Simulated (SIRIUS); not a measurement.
**Si2Ni: single point with PBEsol**

Si2Ni:

```xyz
3
Lattice="0.0000 2.7030 2.7030 2.7030 0.0000 2.7030 2.7030 2.7030 0.0000" Properties=species:S:1:pos:R:3 pbc="T T T"
Ni    0.0000    0.0000    0.0000
Si    4.0545    4.0545    4.0545
Si    1.3515    1.3515    1.3515
```

```yaml
Program: SIRIUS 7.10.0
Task: single point
Functional: PBEsol
Potentials_or_basis: PseudoDojo 0.4.1 PBEsol standard (scalar relativistic)
Cutoff: 1333 eV
Density_cutoff: 5334 eV
k_mesh: 9 × 9 × 9
Occupations: fermi-dirac, width 0.05 eV
Spin: collinear spin, ferromagnetic start
Starting_moments: "[1.0, 0.0, 0.0] μB"
```

```
Pressure               : -0.9 GPa
Band gap on the k mesh : none (metal or under the smearing width)
```

Wall time 3 min on 1 thread of Arm Neoverse V1, on a shared host, peak memory 0.59 GiB.

Caveat: the starting moments collapsed, and a magnetic state may lie lower.
